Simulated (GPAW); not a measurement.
LiY3:

```
Y Li
1.0
    -2.36719    2.36719    5.32664
     2.36719   -2.36719    5.32664
     2.36719    2.36719   -5.32664
Y Li
3 1
Direct
  0.50000 0.50000 0.00000
  0.25000 0.75000 0.50000
  0.75000 0.25000 0.50000
  0.00000 0.00000 0.00000
```

The cell comes from a database or a generator and needn't be the stable form of this composition.

Base run:

```yaml
Program: GPAW 26.7.0
Functional: PBE
Potentials_or_basis: GPAW PAW data sets (gpaw-data 1.2.1)
Cutoff: 800 eV
Basis: pw
k_mesh: 6 × 6 × 6
Occupations: fermi-dirac, width 0.05 eV
Spin: no spin polarisation
Hubbard_terms: Y d U = 6 eV
```

Its results: band gap on the k mesh none (metal or under the smearing width); pressure 10.4 GPa.

Task: The run is repeated on the same cell with these changes: hubbard terms from Y d U = 6 eV to Y d U = 8 eV. What comes out?

Result: Band gap on the k mesh none (metal or under the smearing width); pressure 13.6 GPa.

Caveats: U without spin polarisation on a metal has little footing; the U is typed as a test and isn't derived for this compound.
